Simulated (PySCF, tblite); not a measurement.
# C₆H₁₀OSSi: geometry, infrared bands and NMR shifts

What infrared bands and NMR shifts should C₆H₁₀OSSi (`C[C@@H](S)[C@H]1[SiH2]C=CC1=O`) show?

Programs: tblite 0.8.0 and PySCF 2.14.0, with density-fitted response routines of our own. Each step states its level of theory. These are calculated values for one molecule in the gas phase, unless marked as measured. Atoms count from 0, in the outputs and in this text.

## 1. The molecule as given

19 atoms, charge 0, multiplicity 1; geometry from: force field or distance geometry start.

Bonds of the start (Å): C0–C1 1.50, C1–S2 1.81, C1–C3 1.50, C3–Si4 1.91, Si4–C5 1.88, C5–C6 1.32, C6–C7 1.42, C7–O8 1.27, C7–C3 1.47, C0–H9 1.12, C0–H10 1.11, C0–H11 1.11, C1–H12 1.14, S2–H13 1.39, C3–H14 1.09, Si4–H15 1.45, Si4–H16 1.45, C5–H17 1.08, C6–H18 1.10.

## 2. Optimising the geometry with GFN2-xTB

What the job is given:

```
{"job": {"kind": "relax", "xc": "GFN2-xTB", "basis": "xTB"}, "charge": 0, "multiplicity": 1}
C      2.147100    -1.223400    -0.080400
C      0.992500    -0.552200     0.610600
S      1.455100     1.111200     1.147300
C     -0.302300    -0.544600    -0.149800
Si    -1.642200     0.323200     0.890700
C     -2.539000     0.885800    -0.661400
C     -1.642500     0.859100    -1.626100
C     -0.335600     0.440400    -1.244700
O      0.735300     0.849200    -1.798200
H      2.998100    -0.502800    -0.060100
H      2.450500    -2.128300     0.482800
H      1.907100    -1.535700    -1.118900
H      0.793700    -1.143500     1.561900
H      2.673200     1.503700     0.604000
H     -0.659400    -1.530400    -0.437500
H     -2.430300    -0.602400     1.678800
H     -1.115300     1.479200     1.593200
H     -3.577700     1.171700    -0.735600
H     -1.918100     1.149100    -2.649000
```

Command:

```console
$ OMP_NUM_THREADS=1 python probes_run.py task.json out
```

This one command runs all jobs of the session in turn.

**Question.** This job is followed by: GFN2-xTB harmonic vibrations, gas phase; GIAO PBE0/pcSseg-1 NMR shielding, non-relativistic, gas phase. What will the session give for the following? strongest single infrared mode (GFN2-xTB); zero-point energy (GFN2-xTB); 13C shifts against TMS (PBE0/pcSseg-1); 1H shifts against TMS (PBE0/pcSseg-1, means over atoms taken as alike); 33S shifts against CS2 (PBE0/pcSseg-1); 29Si shifts against TMS (PBE0/pcSseg-1); 17O shifts against H2O (PBE0/pcSseg-1).

**Answer**, as computed:

```
                                                              quantity                                               value
                             strongest single infrared mode (GFN2-xTB)                               2268 cm⁻¹, 325 km/mol
                                          zero-point energy (GFN2-xTB)                                       87.0 kcal/mol
                                13C shifts against TMS (PBE0/pcSseg-1)           211.7, 162.3, 157.5, 49.3, 40.2, 27.7 ppm
1H shifts against TMS (PBE0/pcSseg-1, means over atoms taken as alike)  7.59, 7.16, 5.12, 4.57, 2.98, 2.73, 2.32, 1.98 ppm
                                33S shifts against CS2 (PBE0/pcSseg-1)                                             -51 ppm
                               29Si shifts against TMS (PBE0/pcSseg-1)                                           -44.1 ppm
                                17O shifts against H2O (PBE0/pcSseg-1)                                           634.7 ppm
```

In words: The optimisation took 122 steps and gained 1.094 eV; among the close pairs (by a distance rule), S2–H13 changed most, from 1.390 to 1.329 Å. No mode is imaginary among the 51: a minimum at this level. The strongest single mode, at 2268 cm⁻¹, moves mainly H15. Unscaled tight-binding wavenumbers are off by several per cent, some by more. Its intensities can rank the bands wrongly. The most deshielded carbon is C7 (ketone carbonyl carbon), at 211.7 ppm: the double bond to the heteroatom, with no lone-pair donor beside it, deshields it most. The most deshielded hydrogen is H17 (hydrogen on a β carbon of a C=C–C=O unit), at 7.59 ppm: olefinic region. At PBE0/pcSseg-1: Shielding is most anisotropic at O8 (span 1233 ppm, paramagnetic term -701 ppm).
